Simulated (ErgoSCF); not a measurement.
# SiH3Te (SMILES [SiH3][Te]) at UBHLYP/3-21G

Aim: the vertical doublet–quartet gap of SiH3Te at UBHLYP/3-21G, from 2 runs. 

The results are computed with ErgoSCF 3.8.

5 further runs of the same task are left out: 4 that didn't finish, 1 set aside as unsound or not needed.

**1. Starting point**

SiH3Te: 5 atoms, total charge 0, spin state doublet. As SMILES, `[SiH3][Te]`. Geometry: a GFN2-xTB relaxation, a rough one for these elements and not checked as a minimum.

Bond lengths: Si1–Te2 2.469 Å, Si1–H3 1.458 Å, Si1–H4 1.458 Å, Si1–H5 1.458 Å. Angles: Te2–Si1–H3 109.9°, Te2–Si1–H4 109.9°, Te2–Si1–H5 109.9°, H3–Si1–H4 109.0°, H3–Si1–H5 109.0°, H4–Si1–H5 109.0°.

**2. A single-point energy at UBHLYP/3-21G**

The input, job.ego:

```
set_nthreads(1)
molecule_inline Angstrom
Si    -0.166770     0.077370    -0.068120
Te     1.932650    -0.897200     0.792400
H     -1.170180     0.108380     0.988600
H     -0.668530    -0.725270    -1.176460
H      0.072830     1.436710    -0.536430
EOF
tmpdir = "."
scf.output_mulliken_pop = 1
basis = "3-21G"
scf.max_number_of_iterations = 100
XC.type = "LMG"
charge = 0
spin_polarization = 1
run "BHandHLYP"
```

Command:

```sh
$ ergo < job.ego
```

Standard output:

```text
[...]
INDF Weighted mixed functional:
[...]
INSC Energy   1 =      -5752.11965694917
[...]
INDE PURIFICATION CONVERGED after 76 iterations
[...]
INDE PURIFICATION CONVERGED after 48 iterations
[...]
INDE PURIFICATION CONVERGED after 35 iterations
[...]
INDE E(LUMO) - E(HOMO) <=          0.14705825662 =          4.00165904078 eV
[...]
INSC Energy  17 =      -6875.07769484223  ( diff     -0.000000000006366 )
[...]
RESC CONVERGED after  17 iterations.
RESC FINAL ENERGY:      -6875.07769484223
RESC FINAL <S2> =          0.75137969390
[...]
INSC SCF: dipole_moment_x [atomic units] =      -0.32404559
INSC SCF: dipole_moment_y [atomic units] =       0.14251160
INSC SCF: dipole_moment_z [atomic units] =      -0.10593086
[...]
```

Run time: 42 s. Hardware: 1 thread of Intel Xeon at 2.50GHz (Skylake/Cascade Lake), shared host; peak memory 0.27 GiB.

**3. The quartet at the same level**

The input, input.ego:

```
# single point, H3SiTe
set_nthreads("env")
molecule_inline Angstrom
Si      -0.166770       0.077370      -0.068120
Te       1.932650      -0.897200       0.792400
H       -1.170180       0.108380       0.988600
H       -0.668530      -0.725270      -1.176460
H        0.072830       1.436710      -0.536430
EOF
scf.max_number_of_iterations = 100
basis = "3-21G"
tmpdir = "."
XC.type = "LMG"
spin_polarization = 3
scf.output_mulliken_pop = 1
run "BHandHLYP"
```

Command:

```sh
$ ergo input.ego
```

Standard output:

```text
[...]
INDF Weighted mixed functional:
[...]
INSC Energy   1 =      -5752.23630622737
[...]
INDE PURIFICATION CONVERGED after 32 iterations
[...]
INDE PURIFICATION CONVERGED after 33 iterations
[...]
INDE PURIFICATION CONVERGED after 33 iterations
[...]
INDE E(LUMO) - E(HOMO) <=          0.20029613461 =          5.45033550839 eV
[...]
INSC Energy  17 =      -6874.91362811991  ( diff     -0.000000000058208 )
[...]
RESC CONVERGED after  17 iterations.
RESC FINAL ENERGY:      -6874.91362811991
RESC FINAL <S2> =          3.75157482378
[...]
INSC SCF: dipole_moment_x [atomic units] =       0.82797587
INSC SCF: dipole_moment_y [atomic units] =      -0.38436407
INSC SCF: dipole_moment_z [atomic units] =       0.33953479
[...]
```

It took 39 s on 1 thread of Intel Xeon at 2.50GHz (Skylake/Cascade Lake), shared host; peak memory 0.31 GiB.

**4. What came out**

At UBHLYP/3-21G:

```
                                        quantity           value
                           doublet: total energy  -6875.07769 Eh
                          doublet: dipole moment          0.94 D
                                   doublet: ⟨S²⟩           0.751
                           quartet: total energy  -6874.91363 Eh
                          quartet: dipole moment          2.48 D
                                   quartet: ⟨S²⟩           3.752
vertical energy of the quartet above the doublet        4.464 eV
```

In words: At this shape the quartet lies 4.46 eV (431 kJ/mol) above the doublet. Relativity is left out (doublet) although the molecule holds a heavy atom. Mulliken charges (quartet) run from -0.16 on Si1 to +0.40 on Te2; they depend strongly on the basis. Relativity is left out (quartet) although the molecule holds a heavy atom.
